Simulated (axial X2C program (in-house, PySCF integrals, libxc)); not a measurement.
# TmI⁺: the levels of the configuration f13 s0

Aim: the spin–orbit levels of TmI⁺ that arise from the configuration f13 s0 of Tm, and how they move with the bond.

Program: an in-house X2C program for linear molecules on PySCF integrals. Level of theory: two-component X2C, average-of-configuration Hartree–Fock and CI in the open shells. These are calculated values, not measurements.

All values are calculated.

## (1) Set-up

task.json reads:

```json
{
 "zs": [
  69,
  53
 ],
 "q": 1,
 "bas": [
  "dyall-v3z",
  "dyall-v3z"
 ],
 "r0": 2.82,
 "metal": 0,
 "shells": [
  [
   3,
   [
    0,
    1,
    2,
    3
   ],
   13
  ],
  [
   0,
   [
    0
   ],
   0
  ]
 ],
 "fix": 0,
 "emax": 2.2,
 "nroots": 4
}
```

Keys: zs atomic numbers; q charge; bas basis sets; r0 starting distance in Å; metal index of the metal atom; shells open shells as [l, |m| values, electrons]; fix electron count of the first shell held; emax energy window in eV; nroots roots for each Ω.

The run is started by

```sh
python soci.py task.json out
```

Two-component X2C with atomic mean-field Coulomb and Gaunt terms, basis Tm dyall-v3z, I dyall-v3z (cores contracted in-house). Orbitals come from Hartree–Fock averaged over the configuration Tm f13 s0; CI then distributes these electrons over the f, s shells of Tm.

## (2) CI at R = 2.843 Å

Output:

```text
average of configuration f13 s0
basis functions 275  fitting functions 1417
iter      average energy  largest gradient
   1     -20668.761455394   4.04e+00
   2     -20668.967638075   4.27e-02
   3     -20668.968234363   1.00e-02
   4     -20668.968249867   1.11e-02
   5     -20668.968297811   1.86e-03
   6     -20668.968300527   1.57e-03
   7     -20668.968301617   6.62e-04
   8     -20668.968301730   2.25e-04
   9     -20668.968301748   3.80e-05
  10     -20668.968301750   2.45e-05
  11     -20668.968301751   9.33e-06
converged
CI levels
2*Omega        energy/Eh    cm-1   g(par)  dipole/D  leading shell counts
    1    -20668.98619150        0   1.149   -5.915  {'13 0': 1.0}
    3    -20668.98578297       90   3.446   -5.906  {'13 0': 1.0}
    5    -20668.98491305      281   5.734   -5.891  {'13 0': 1.0}
    7    -20668.98359733      569   8.002   -5.875  {'13 0': 1.0}
    1    -20668.94687827     8628   0.851   -5.903  {'13 0': 1.0}
    3    -20668.94617966     8782   2.554   -5.890  {'13 0': 1.0}
    5    -20668.94467725     9111   4.266   -5.876  {'13 0': 1.0}
```

Dipoles in the output refer to the first atom as origin, so for this ion they depend on that choice.

Run time: 7.3 s. Hardware: 1 thread of Intel Xeon at 2.70GHz, shared host; peak memory 0.56 GiB.

Active spinors (ω > 0; filled shells left out):

```csv
shell,ω,ε (eV),character
f,5/2,-18.86,100% Tm f
f,3/2,-18.83,100% Tm f
f,1/2,-18.80,100% Tm f
f,7/2,-17.53,100% Tm f
f,5/2,-17.50,100% Tm f
f,3/2,-17.48,100% Tm f
f,1/2,-17.46,100% Tm f
s,1/2,-5.30,"73% Tm s, 20% Tm p"
```

The levels:

```
  Ω  energy (cm⁻¹)    g∥  configuration
1/2              0  1.15       100% f13
3/2             90  3.45       100% f13
5/2            281  5.73       100% f13
7/2            569  8.00       100% f13
1/2           8628  0.85       100% f13
3/2           8782  2.55       100% f13
5/2           9111  4.27       100% f13
```

g∥ is the magnitude of 2⟨Lz + ge Sz⟩ for the +Ω component.

## (3) The same at R = 2.644 Å

```csv
Ω,energy (cm⁻¹),g∥,configuration
1/2,0,1.14,100% f13
3/2,50,3.44,100% f13
5/2,192,5.73,100% f13
7/2,420,8.00,100% f13
1/2,8622,0.86,100% f13
3/2,8719,2.56,100% f13
5/2,8976,4.27,100% f13
```

## (4) Curves along the bond

The same input was run at the other distances (logs left out). Energies in cm⁻¹ from the lowest point; levels are followed by energy order within each Ω.

```csv
R (Å),(1)Ω=1/2,(1)Ω=3/2,(1)Ω=5/2,(1)Ω=7/2,(2)Ω=1/2,(2)Ω=3/2,(2)Ω=5/2
2.644,1747,1798,1939,2167,10370,10466,10723
2.743,388,463,635,902,9015,9146,9450
2.843,0,90,281,569,8628,8782,9111
2.957,426,524,725,1025,9054,9221,9564
3.070,1484,1586,1789,2089,10112,10283,10627
3.198,3186,3288,3488,3780,11813,11983,12318
3.355,5707,5804,5994,6271,14331,14494,14811
```

Constants where the minimum is well bracketed:

```
level of the curve  Te (cm⁻¹)  Re (Å)  ωe (cm⁻¹)
          (1)Ω=1/2          0   2.841      183.0
          (1)Ω=3/2         89   2.840      182.6
          (1)Ω=5/2        280   2.838      182.0
          (1)Ω=7/2        568   2.836      181.1
          (2)Ω=1/2       8628   2.841      182.9
          (2)Ω=3/2       8781   2.839      182.3
          (2)Ω=5/2       9110   2.836      181.3
```

## (5) Outcome

| quantity | value |
| --- | --- |
| lowest level of the model | Ω = 1/2, g∥ = 1.15, 100% f13 |
| next level | Ω = 3/2, 90 cm⁻¹ higher |
| lowest curve, Re and ωe | 2.841 Å, 183.0 cm⁻¹ |

In the lowest level ⟨Sz⟩ = 0.07 and ⟨Lz⟩ = 0.43; its leading determinant has weight 1.00 among 67. The 4 lowest levels are the Ω components of the Hund's-rule level 2F7/2 of f13 (free-ion gJ = 1.143), split by the axial field over 569 cm⁻¹. From 2.843 to 2.644 Å the gap from the lowest to the fifth level goes from 8628 to 8622 cm⁻¹. Without dynamic correlation distances can be off by several hundredths of an Å, and the wavenumbers are rough. There is no dynamic correlation: spin–orbit spacings and, for f shells, spacings inside one term are the most reliable numbers, splittings between terms come out too wide, and energies between configurations are not reliable, so the lowest level need not be the ground state of the molecule. At most 4 roots were kept for each Ω > 0 (twice that for Ω = 0) within 2.2 eV of the lowest, so higher up levels can be missing between those listed; levels with Ω > 0 are doubly degenerate and listed once, Ω = 0 levels singly. States that fill the shells left empty in the average are placed too high.
